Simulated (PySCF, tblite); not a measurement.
# C₄H₁₁F₃Si₃: geometry, infrared bands and NMR shifts

Wanted: the infrared bands and NMR shifts of C₄H₁₁F₃Si₃ (`FC(F)[C@@H]1C[SiH2][SiH2][C@@H](F)[SiH2]1`), by calculation.

Computed with tblite 0.8.0 and PySCF 2.14.0, with density-fitted response routines of our own, on a single molecule in the gas phase. Atoms count from 0, in the outputs and in this text.

## 1. Starting geometry

21 atoms, charge 0, multiplicity 1; geometry from: force field or distance geometry start.

Bonds of the start (Å): F0–C1 1.36, C1–F2 1.35, C1–C3 1.53, C3–C4 1.56, C4–Si5 1.89, Si5–Si6 2.33, Si6–C7 1.84, C7–F8 1.37, C7–Si9 1.87, Si9–C3 1.94, C1–H10 1.09, C3–H11 1.11, C4–H12 1.10, C4–H13 1.10, Si5–H14 1.49, Si5–H15 1.50, Si6–H16 1.49, Si6–H17 1.50, C7–H18 1.09, Si9–H19 1.49, Si9–H20 1.48.

## 2. Geometry optimisation with GFN2-xTB

The job: settings as JSON, then the geometry in Å.

```
{"job": {"kind": "relax", "xc": "GFN2-xTB", "basis": "xTB"}, "charge": 0, "multiplicity": 1}
F     -0.340400     0.656900    -2.046200
C     -1.546400     0.232900    -1.578600
F     -1.925700    -0.795100    -2.365200
C     -1.399300    -0.247900    -0.133000
C     -1.142200     0.902900     0.884400
Si     0.501800     1.827700     0.796400
Si     2.115000     0.144600     0.774800
C      1.580500    -1.143300    -0.423200
F      2.427600    -2.217500    -0.337500
Si    -0.140600    -1.712700     0.022800
H     -2.273700     1.036900    -1.664300
H     -2.362400    -0.713600     0.155200
H     -1.241300     0.513200     1.908200
H     -1.936200     1.647300     0.763400
H      0.549600     2.636300    -0.448800
H      0.647000     2.724600     1.988300
H      3.434400     0.731100     0.414500
H      2.221000    -0.410700     2.160400
H      1.620500    -0.784300    -1.452600
H     -0.199300    -2.195900     1.429100
H     -0.598700    -2.816300    -0.848600
```

On the command line:

```console
OMP_NUM_THREADS=1 python probes_run.py task.json out
```

The driver reads the jobs from task.json and runs them one after another.

**Question.** This job is followed by: GFN2-xTB harmonic vibrations, gas phase; GIAO PBE0/pcSseg-1 NMR shielding, non-relativistic, gas phase. Predict these results of the whole session: strongest single infrared mode (GFN2-xTB); zero-point energy (GFN2-xTB); 13C shifts against TMS (PBE0/pcSseg-1); 1H shifts against TMS (PBE0/pcSseg-1); 19F shifts against CFCl3 (PBE0/pcSseg-1); 29Si shifts against TMS (PBE0/pcSseg-1); surface potential, 1st and 99th percentile.

The runs gave:

| quantity | value |
| --- | --- |
| strongest single infrared mode (GFN2-xTB) | 2250 cm⁻¹, 447 km/mol |
| zero-point energy (GFN2-xTB) | 84.8 kcal/mol |
| 13C shifts against TMS (PBE0/pcSseg-1) | 127.3, 79.1, 33.0, 8.9 ppm |
| 1H shifts against TMS (PBE0/pcSseg-1) | 6.16, 5.64, 4.75, 4.40, 4.24, 4.16, 3.92, 3.90, 1.91, 1.38, 1.19 ppm |
| 19F shifts against CFCl3 (PBE0/pcSseg-1) | -120.2, -126.8, -282.2 ppm |
| 29Si shifts against TMS (PBE0/pcSseg-1) | -45.7, -74.0, -77.8 ppm |
| surface potential, 1st and 99th percentile | -1.09 V and 1.34 V |

What this shows: Over 108 steps the energy fell by 0.364 eV; of the close pairs, Si6–C7 changed most, 1.838 to 1.933 Å. All 57 modes are real, so the xTB geometry is a minimum. The strongest single mode, at 2250 cm⁻¹, moves mainly H19. Unscaled tight-binding wavenumbers are off by several per cent, some by more. Its intensities can rank the bands wrongly. H10 (hydrogen on an sp3 CH bonded to 2 F) lies farthest downfield among hydrogen, at 6.16 ppm; its carbon carries F, hence the downfield position. At PBE0/pcSseg-1: The widest tensor belongs to F2: span 177 ppm, with a paramagnetic part of -182 ppm. By nearest atom (PBE0/pcSseg-1), the HOMO sits on C7 30 %; F8 22 % and the LUMO on Si5, Si6 about 15 % each; H15, H16 about 10 % each.
